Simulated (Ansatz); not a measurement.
# CH7ClO2Si2: two geometries relaxed

Aim: relax the geometries before and after the rotation by 120° about the Si3–O4 bond, and see whether they are two minima and how far apart in energy. SMILES of the start: OC[Si](O)([SiH3])Cl.

Method: RKS BHLYP-D4/def2-SVP, in Ansatz 0.2.0.

### 1 The starting structure

Bond lengths: O1–C2 1.404 Å, C2–Si3 1.877 Å, Si3–O4 1.679 Å, Si3–Si5 2.349 Å, Si3–Cl6 2.032 Å, O1–H7 1.001 Å, C2–H8 1.109 Å, C2–H9 1.048 Å, O4–H10 0.948 Å, Si5–H11 1.500 Å, Si5–H12 1.450 Å, Si5–H13 1.503 Å. Angles (14 of 20 angles, heavy atoms first): O1–C2–Si3 119.4°, C2–Si3–O4 112.7°, C2–Si3–Si5 106.9°, C2–Si3–Cl6 111.2°, O4–Si3–Si5 108.7°, O4–Si3–Cl6 106.5°, Si5–Si3–Cl6 110.9°, O1–C2–H8 106.2°, O1–C2–H9 107.5°, Si3–C2–H8 107.7°, Si3–C2–H9 108.7°, C2–O1–H7 107.7°, Si3–O4–H10 122.4°, Si3–Si5–H11 107.7°.

Structure file:

```xyz
13

O    -2.1710   -1.5958    0.4005
C    -0.9138   -1.2172   -0.0979
Si   -0.3704    0.5744    0.0363
O    -0.3517    1.1277    1.6218
Si    1.8111    0.6926   -0.8264
Cl   -1.6229    1.8017   -0.9894
H    -2.3851   -0.9960    1.1724
H    -0.1677   -1.8368    0.4395
H    -0.8733   -1.5057   -1.1050
H     0.2101    0.7498    2.2857
H     2.6948   -0.1408    0.0534
H     1.8801    0.1915   -2.1858
H     2.2802    2.1198   -0.7902
```

### 2 End point A

Input file input.yaml:

```yaml
crystal:
  periodic: [false, false, false]
  atoms:
    - { symbol: O, position_ang: [-2.171, -1.5958, 0.4005] }
    - { symbol: C, position_ang: [-0.9138, -1.2172, -0.0979] }
    - { symbol: Si, position_ang: [-0.3704, 0.5744, 0.0363] }
    - { symbol: O, position_ang: [-0.3517, 1.1277, 1.6218] }
    - { symbol: Si, position_ang: [1.8111, 0.6926, -0.8264] }
    - { symbol: Cl, position_ang: [-1.6229, 1.8017, -0.9894] }
    - { symbol: H, position_ang: [-2.3851, -0.996, 1.1724] }
    - { symbol: H, position_ang: [-0.1677, -1.8368, 0.4395] }
    - { symbol: H, position_ang: [-0.8733, -1.5057, -1.105] }
    - { symbol: H, position_ang: [0.2101, 0.7498, 2.2857] }
    - { symbol: H, position_ang: [2.6948, -0.1408, 0.0534] }
    - { symbol: H, position_ang: [1.8801, 0.1915, -2.1858] }
    - { symbol: H, position_ang: [2.2802, 2.1198, -0.7902] }
basis:
  gaussian: { orbitals: def2-SVP }
hamiltonian:
  xc: { name: BHLYP }
  dispersion: d4
relax:
  f_tol: 0.015
  max_steps: 40
output:
  orbitals: {}
```

The run is started by

```bash
ansatz run input.yaml --threads 2 --pin off --max-ram 3072MiB --backend cpu --events-out ev --progress --plain --runs-dir out
```

Output, shortened:

```text
Warning: RAYON_NUM_THREADS=2 ignored (pool sized by the plan → 2); use --threads N
[...]
Functional definition: BHLYP
[...]
1349 factors; integrals over basis functions are off by at most 4.4e-4 eV
[...]
mean field -33509.20418490 eV, -1231.4405404407 hartree, gradient 2.2e-5 eV, S^2 0.000000; 0 other end points of the search recorded, 0 dependent functions left out
[...]
reference -33509.20437664 eV, -1231.4405474869 hartree; 37, 37 occupied and 94, 94 virtual orbitals, 1349 factors
relax step   1: F+E_penalty+E_count = -33509.66874811 eV  Δ(F+E_penalty+E_count) = +0.000e0 eV  max|allowed force component| = 2.240e0 eV/Å  Δτ_max = 0.0000 Å  (27 SCF iters, accepted)
[...]
relax step   3: F+E_penalty+E_count = -33509.88992352 eV  Δ(F+E_penalty+E_count) = -4.734e-2 eV  max|allowed force component| = 5.559e-1 eV/Å  Δτ_max = 0.0706 Å  (31 SCF iters, accepted)
[...]
relax step   5: F+E_penalty+E_count = -33509.92427293 eV  Δ(F+E_penalty+E_count) = -1.759e-2 eV  max|allowed force component| = 3.540e-1 eV/Å  Δτ_max = 0.1109 Å  (30 SCF iters, accepted)
[...]
relax step   7: F+E_penalty+E_count = -33509.94155744 eV  Δ(F+E_penalty+E_count) = -8.762e-3 eV  max|allowed force component| = 7.406e-1 eV/Å  Δτ_max = 0.1107 Å  (30 SCF iters, accepted)
[...]
relax step   9: F+E_penalty+E_count = -33509.98010947 eV  Δ(F+E_penalty+E_count) = -2.489e-2 eV  max|allowed force component| = 4.178e-1 eV/Å  Δτ_max = 0.2000 Å  (29 SCF iters, accepted)
[...]
relax step  10: F+E_penalty+E_count = -33509.94142334 eV  Δ(F+E_penalty+E_count) = +3.869e-2 eV  max|allowed force component| = 9.351e-1 eV/Å  Δτ_max = 0.1999 Å  (29 SCF iters, rejected (line search))
[...]
1349 factors; integrals over basis functions are off by at most 5.4e-4 eV
```

### 3 The output, continued: end point A relaxed

The log, continued, shortened:

```text
mean field -33509.54515466 eV, -1231.4530708484 hartree, gradient 1.2e-5 eV, S^2 0.000000; 0 other end points of the search recorded, 0 dependent functions left out
[...]
reference -33509.54534433 eV, -1231.4530778185 hartree; 37, 37 occupied and 94, 94 virtual orbitals, 1349 factors
relax step  11: F+E_penalty+E_count = -33510.01081453 eV  Δ(F+E_penalty+E_count) = -3.071e-2 eV  max|allowed force component| = 3.810e-1 eV/Å  Δτ_max = 0.0999 Å  (30 SCF iters, accepted)
[...]
relax step  16: F+E_penalty+E_count = -33510.07581548 eV  Δ(F+E_penalty+E_count) = -1.612e-4 eV  max|allowed force component| = 4.993e-2 eV/Å  Δτ_max = 0.0206 Å  (31 SCF iters, accepted)
[...]
relax step  17: F+E_penalty+E_count = -33510.07598872 eV  Δ(F+E_penalty+E_count) = -1.732e-4 eV  max|allowed force component| = 1.454e-2 eV/Å  Δτ_max = 0.0078 Å  (24 SCF iters, accepted)
[...]
Atom 3 at    -0.417122     0.674538     1.640572 Å, force    -0.000763     0.009445     0.006736 eV/Å
Atom 4 at     1.923826     0.682082    -0.767432 Å, force    -0.011311     0.005772    -0.004697 eV/Å
Atom 5 at    -1.419646     1.797027    -1.008457 Å, force     0.003087    -0.000891    -0.001761 eV/Å
Atom 6 at    -1.993247    -1.050175     1.492360 Å, force    -0.003363    -0.001045    -0.001367 eV/Å
Atom 7 at    -0.243033    -2.064522     0.149338 Å, force    -0.000404     0.001366    -0.000740 eV/Å
Atom 8 at    -1.259938    -1.531921    -1.181420 Å, force     0.000536    -0.000274     0.000717 eV/Å
Atom 9 at    -0.305065     1.551195     1.999053 Å, force    -0.003186    -0.014544    -0.009012 eV/Å
Atom 10 at     2.852599    -0.245617    -0.077220 Å, force    -0.003966     0.000960    -0.002146 eV/Å
Atom 11 at     1.966270     0.418278    -2.224972 Å, force     0.006573     0.001249    -0.000128 eV/Å
Atom 12 at     2.352490     2.077821    -0.510608 Å, force     0.005528    -0.001594    -0.000143 eV/Å
Dipole moment:     0.462002     0.143738     0.225321 e Å
```

Wall time 94 s (2 threads of Intel Xeon Platinum 8259CL at 2.50GHz (Skylake/Cascade Lake), shared host); peak memory 0.37 GiB.

The steps of the relaxation:

| step | energy from step 1 (eV) | largest force component (eV/Å) |
| --- | --- | --- |
| 1 | 0.0000 | 2.2405 |
| 2 | -0.1738 | 0.8403 |
| 3 | -0.2212 | 0.5559 |
| 4 | -0.2379 | 0.3303 |
| 5 | -0.2555 | 0.3540 |
| 6 | -0.2640 | 0.3823 |
| 7 | -0.2728 | 0.7406 |
| 8 | -0.2865 | 0.7485 |
| 9 | -0.3114 | 0.4178 |
| 10x | -0.2727 | 0.9351 |
| 11 | -0.3421 | 0.3810 |
| 12 | -0.3664 | 0.2198 |
| 13 | -0.3898 | 0.1405 |
| 14 | -0.3973 | 0.8115 |
| 15 | -0.4069 | 0.0793 |
| 16 | -0.4071 | 0.0499 |
| 17 | -0.4072 | 0.0145 |

Step 1 is the start. 1 step was tried and not accepted (marked x).

After: Bond lengths: O1–C2 1.402 Å, C2–Si3 1.878 Å, Si3–O4 1.657 Å, Si3–Si5 2.341 Å, Si3–Cl6 2.079 Å, O1–H7 0.957 Å, C2–H8 1.103 Å, C2–H9 1.094 Å, O4–H10 0.954 Å, Si5–H11 1.483 Å, Si5–H12 1.482 Å, Si5–H13 1.482 Å. Angles (14 of 20 angles, heavy atoms first): O1–C2–Si3 110.6°, C2–Si3–O4 101.2°, C2–Si3–Si5 116.7°, C2–Si3–Cl6 110.9°, O4–Si3–Si5 113.2°, O4–Si3–Cl6 108.7°, Si5–Si3–Cl6 106.0°, O1–C2–H8 112.2°, O1–C2–H9 108.2°, Si3–C2–H8 109.2°, Si3–C2–H9 110.4°, C2–O1–H7 108.2°, Si3–O4–H10 120.6°, Si3–Si5–H11 110.8°.

### 4 Relaxing end B

The second end starts from a geometry with the move made by hand.

input.yaml: that of step 2 with these lines changed.

```diff
@@ -12,3 +12,3 @@
     - { symbol: H, position_ang: [-0.8733, -1.5057, -1.105] }
-    - { symbol: H, position_ang: [0.2101, 0.7498, 2.2857] }
+    - { symbol: H, position_ang: [-0.1257, 2.0209, 1.84608] }
     - { symbol: H, position_ang: [2.6948, -0.1408, 0.0534] }
@@ -24,3 +24 @@
   max_steps: 40
-output:
-  orbitals: {}
```

The run is started by

```bash
ansatz run input.yaml --threads 2 --pin off --max-ram 3072MiB --backend cpu --events-out ev --progress --plain --runs-dir out
```

Output, shortened:

```text
Warning: RAYON_NUM_THREADS=2 ignored (pool sized by the plan → 2); use --threads N
[...]
[... 1 set-up line as earlier in the session ...]
[...]
1347 factors; integrals over basis functions are off by at most 4.4e-4 eV
[...]
mean field -33509.26976580 eV, -1231.4429504943 hartree, gradient 2.3e-5 eV, S^2 0.000000; 0 other end points of the search recorded, 0 dependent functions left out
[...]
reference -33509.26995533 eV, -1231.4429574593 hartree; 37, 37 occupied and 94, 94 virtual orbitals, 1347 factors
relax step   1: F+E_penalty+E_count = -33509.73390101 eV  Δ(F+E_penalty+E_count) = +0.000e0 eV  max|allowed force component| = 2.614e0 eV/Å  Δτ_max = 0.0000 Å  (27 SCF iters, accepted)
[...]
relax step   4: F+E_penalty+E_count = -33510.05790452 eV  Δ(F+E_penalty+E_count) = -2.816e-2 eV  max|allowed force component| = 3.533e-1 eV/Å  Δτ_max = 0.1187 Å  (29 SCF iters, accepted)
[...]
Atom 3 at    -0.513925     0.910392     1.521330 Å, force     0.001304    -0.009362    -0.010397 eV/Å
Atom 4 at     1.907765     0.754874    -0.801460 Å, force    -0.003094     0.001318     0.000929 eV/Å
Atom 5 at    -1.450486     1.755221    -1.251479 Å, force     0.002101    -0.001625    -0.001156 eV/Å
Atom 6 at    -2.046409    -0.856798     1.485005 Å, force     0.001510     0.001055     0.001523 eV/Å
Atom 7 at    -0.227193    -1.949347     0.303018 Å, force    -0.001190     0.000494    -0.000137 eV/Å
Atom 8 at    -1.208771    -1.571339    -1.104669 Å, force     0.000044    -0.000278    -0.001814 eV/Å
Atom 9 at    -0.440707     1.820148     1.796759 Å, force     0.000716     0.005675     0.001362 eV/Å
Atom 10 at     2.828481    -0.087497    -0.000001 Å, force     0.000790     0.000796    -0.003709 eV/Å
Atom 11 at     2.009206     0.365053    -2.227568 Å, force     0.000169    -0.000005     0.002613 eV/Å
Atom 12 at     2.301535     2.176814    -0.655400 Å, force    -0.001294    -0.003664     0.001664 eV/Å
Dipole moment:     0.448031     0.176307     0.223514 e Å
```

It took 63 s on 2 threads of Intel Xeon Platinum 8259CL at 2.50GHz (Skylake/Cascade Lake), shared host; peak memory 0.36 GiB.

The steps of the relaxation:

| step | energy from step 1 (eV) | largest force component (eV/Å) |
| --- | --- | --- |
| 1 | 0.0000 | 2.6140 |
| 2 | -0.2458 | 0.8961 |
| 3 | -0.2958 | 0.4376 |
| 4 | -0.3240 | 0.3533 |
| 5 | -0.3330 | 0.1960 |
| 6 | -0.3385 | 0.1781 |
| 7 | -0.3390 | 0.1386 |
| 8 | -0.3417 | 0.0610 |
| 9 | -0.3419 | 0.0307 |
| 10 | -0.3420 | 0.0530 |
| 11 | -0.3420 | 0.0405 |
| 12 | -0.3421 | 0.0104 |

Step 1 is the start.

After: Bond lengths: O1–C2 1.402 Å, C2–Si3 1.878 Å, Si3–O4 1.658 Å, Si3–Si5 2.341 Å, Si3–Cl6 2.079 Å, O1–H7 0.957 Å, C2–H8 1.103 Å, C2–H9 1.094 Å, O4–H10 0.953 Å, Si5–H11 1.483 Å, Si5–H12 1.482 Å, Si5–H13 1.483 Å. Angles (14 of 20 angles, heavy atoms first): O1–C2–Si3 110.6°, C2–Si3–O4 101.2°, C2–Si3–Si5 116.8°, C2–Si3–Cl6 110.9°, O4–Si3–Si5 113.2°, O4–Si3–Cl6 108.7°, Si5–Si3–Cl6 106.0°, O1–C2–H8 112.2°, O1–C2–H9 108.2°, Si3–C2–H8 109.1°, Si3–C2–H9 110.4°, C2–O1–H7 108.2°, Si3–O4–H10 120.6°, Si3–Si5–H11 110.6°.

### 5 Results

| quantity | value |
| --- | --- |
| end A | 15 moves, 0.407 eV lower |
| end B | 11 moves, 0.342 eV lower |
| largest difference between the ends | 0.01 Å |
| end B relative to end A | -0.000 eV |

What this shows: The two relaxations end at one structure, within 0.01 Å: no second minimum was found from this start, which doesn't rule one out.
